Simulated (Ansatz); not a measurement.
**HfB in Ansatz: the effect of functional**

HfB:

```
CELL_PARAMETERS angstrom
0.00000 2.32530 2.32530
2.32530 0.00000 2.32530
2.32530 2.32530 0.00000
ATOMIC_POSITIONS crystal
Hf 0.50000 0.50000 0.50000
B 0.00000 0.00000 0.00000
```

The cell isn't the ideal one: volume scaled by 1.02.

Alike in all runs:

| Quantity | Value |
| --- | --- |
| Program | Ansatz 0.2.0 |
| Task | single point |
| Potentials or basis | Ansatz PAW |
| k mesh | 10 × 10 × 10 |
| Occupations | fermi-dirac, width 0.05 eV |
| Spin | no spin polarisation |

| functional | cutoff | pressure (GPa) |
| --- | --- | --- |
| LDA | 420 eV (not typed: the program's choice for these potentials) | 13.1 |
| PBE | 420 eV (not typed: the program's choice for these potentials) | 24.3 |
| PBEsol | 420 eV (not typed: the program's choice for these potentials) | ? |
| r2SCAN | 500 eV (not typed: the program's choice for these potentials) | 23.6 |

Task: What does the run with functional PBEsol give?

Result: Pressure 18.2 GPa.

Caveats: the PAW data sets come from PBE, with cores solved anew for the run's functional, which leaves a small shift of forces and pressure (some runs).
